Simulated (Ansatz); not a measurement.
This script drives the Python package of Ansatz (0.2.0).

`run_fold.py`
```python
import warnings

import ansatz as az
from ase import Atoms

XC = 'lda'
OCCUPATIONS = 'gaussian'

warnings.simplefilter('ignore', az.DeckWarning)

atoms = Atoms(
    ['Ir', 'Ir', 'Ir', 'Rh'],
    scaled_positions=[
        (0.5, 0.0, 0.5),
        (0.0, 0.5, 0.5),
        (0.5, 0.5, 0.0),
        (0.0, 0.0, 0.0),
    ],
    cell=[
        (3.84033585, 0.0, 0.0),
        (0.0, 3.84033585, 0.0),
        (0.0, 0.0, 3.84033585),
    ],
    pbc=True,
)
system = az.Crystal.from_ase(atoms)

mesh = (4, 4, 4)
rows = []
for repeats in [(1, 1, 1), (1, 2, 1), (2, 2, 1)]:
    calc = (
        system.supercell(*repeats).calculation()
        .functional(XC)
        .occupations(OCCUPATIONS)
        .kpoints(*(k // n for k, n in zip(mesh, repeats)))
    )
    r = calc.run().report
    n = len(r['lattice']['sites'])
    rows.append((repeats, n, r['free_energy_ev'] / n, r['fermi_energy_ev'], r['n_kpoints'], r['n_symmetry_ops']))
for row in rows:
    print('; '.join(f'{name} = {round(v, 4) if isinstance(v, float) else v}' for name, v in zip(['repeats', 'atoms', 'F/atom eV', 'Fermi level eV', 'k-points', 'symmetry operations'], row)))
```

It is started by `python run_fold.py`. How long does it take on 1 thread of AMD EPYC 7R43 64-Core Processor (Zen 3), with other jobs on the host, and how much memory does it need?

It took about 21 s, with a peak of 0.72 GiB, for 3 runs of the engine.

`python run_fold.py` gives:
```text
repeats = (1, 1, 1); atoms = 4; F/atom eV = -10317.1114; Fermi level eV = 24.4399; k-points = 10; symmetry operations = 48
repeats = (1, 2, 1); atoms = 8; F/atom eV = -10317.1114; Fermi level eV = 24.4399; k-points = 12; symmetry operations = 32
repeats = (2, 2, 1); atoms = 16; F/atom eV = -10317.1114; Fermi level eV = 24.4399; k-points = 9; symmetry operations = 64
```

Reading the output:
- Total energies depend on the potentials; only differences at equal settings carry meaning.
- For a metal this k-point mesh is coarse: on a finer one energies can move by several to tens of meV an atom and pressures by half a GPa or more, differences at one mesh by less.
- Spin-orbit coupling, which matters for elements this heavy, is left out.
- This cell is a computed structure, which may not be the phase found in nature.
- The count of operations in a supercell holds its pure translations too, and an uneven repeat can lower the point group.

(Lines on the test bed's own set-up are left out of the output.)
